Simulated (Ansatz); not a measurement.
# C3H11GaO: small, medium and large basis sets

Aim: see how fast density functionals converge with the basis set for C3H11GaO.

Computed with Ansatz 0.2.0, Gaussian basis. Level: one geometry, several basis sets.

Plan: PBE0-D4/def2-SVP; ωB97M-V/def2-SVP; PBE0-D4/def2-QZVPP; ωB97M-V/def2-QZVPP; the functionals' def2-TZVPP values are taken from earlier runs.

### 1 The relaxed structure

The geometry comes from an earlier relaxation with PBE0-D4 in a triple-zeta def2 set; it is a stationary point, not always the lowest conformer.

SMILES `[CH3][Ga-]([CH3])([CH3])[OH2+]`, 16 atoms, charge 0, spin multiplicity 1.

Atoms are counted from 1 here; the program's logs count them from 0.

Bond lengths: C1–Ga2 1.992 Å, C1–H6 1.094 Å, C1–H7 1.094 Å, C1–H8 1.094 Å, Ga2–C3 1.992 Å, Ga2–C4 1.980 Å, Ga2–O5 2.249 Å, C3–H9 1.094 Å, C3–H10 1.094 Å, C3–H11 1.094 Å, C4–H12 1.093 Å, C4–H13 1.094 Å, C4–H14 1.093 Å, O5–H15 0.963 Å, O5–H16 0.963 Å. Angles: Ga2–C1–H6 112.6°, Ga2–C1–H7 110.1°, Ga2–C1–H8 112.1°, H6–C1–H7 106.7°, H6–C1–H8 108.5°, H7–C1–H8 106.6°, C1–Ga2–C3 118.2°, C1–Ga2–C4 119.2°, C1–Ga2–O5 94.2°, C3–Ga2–C4 119.3°, C3–Ga2–O5 94.2°, C4–Ga2–O5 99.6°, Ga2–C3–H9 112.1°, Ga2–C3–H10 112.6°, Ga2–C3–H11 110.1°, H9–C3–H10 108.5°, H9–C3–H11 106.6°, H10–C3–H11 106.7° and more.

### 2 PBE0-D4 in def2-SVP

The input, in.yaml:

```yaml
crystal:
  periodic: [false, false, false]
  atoms:
    - {symbol: C, position_ang: [-0.648964, 0.727060, -1.730449]}
    - {symbol: Ga, position_ang: [0.152072, -0.182718, -0.149843]}
    - {symbol: C, position_ang: [1.729467, 0.662334, 0.724883]}
    - {symbol: C, position_ang: [-0.195753, -2.110563, 0.135382]}
    - {symbol: O, position_ang: [-1.326482, 0.685927, 1.305787]}
    - {symbol: H, position_ang: [-0.606152, 1.817733, -1.653471]}
    - {symbol: H, position_ang: [-0.102700, 0.453659, -2.638384]}
    - {symbol: H, position_ang: [-1.690068, 0.430994, -1.891877]}
    - {symbol: H, position_ang: [1.849018, 0.335001, 1.762256]}
    - {symbol: H, position_ang: [1.683039, 1.755460, 0.708847]}
    - {symbol: H, position_ang: [2.647017, 0.378330, 0.200539]}
    - {symbol: H, position_ang: [0.010596, -2.409017, 1.165979]}
    - {symbol: H, position_ang: [0.445506, -2.713825, -0.514525]}
    - {symbol: H, position_ang: [-1.231498, -2.370781, -0.095649]}
    - {symbol: H, position_ang: [-0.830807, 1.248974, 1.909283]}
    - {symbol: H, position_ang: [-1.907091, 1.268736, 0.805642]}
basis:
  gaussian: {orbitals: def2-SVP}
hamiltonian: {xc: pbe0, dispersion: d4}
output: {orbitals: {seedname: orbitals}}
```

Run with:

```bash
$ ansatz run in.yaml --threads 4 --pin off --events-out ev --progress --plain --max-ram 11315MiB
```

After this run come: ωB97M-V in def2-SVP; PBE0-D4 in def2-QZVPP; ωB97M-V in def2-QZVPP.

Before running them: what should the planned runs give, taken together? Wanted: PBE0-D4: double and triple zeta above quadruple; ωB97M-V: double and triple zeta above quadruple.

The runs gave:

| quantity | value |
| --- | --- |
| PBE0-D4: double and triple zeta above quadruple | 14.47, 1.49 eV |
| ωB97M-V: double and triple zeta above quadruple | 14.73, 1.45 eV |

**Reading.** For PBE0-D4 the step from double to triple zeta gains 12.98 eV and the next only 1.49 eV. Total energies overstate the basis error of differences, where much of it tends to cancel. The LUMO of ωB97M-V is positive and keeps falling with the basis (2.08 to 0.86 eV): an unbound level that the basis holds in place.
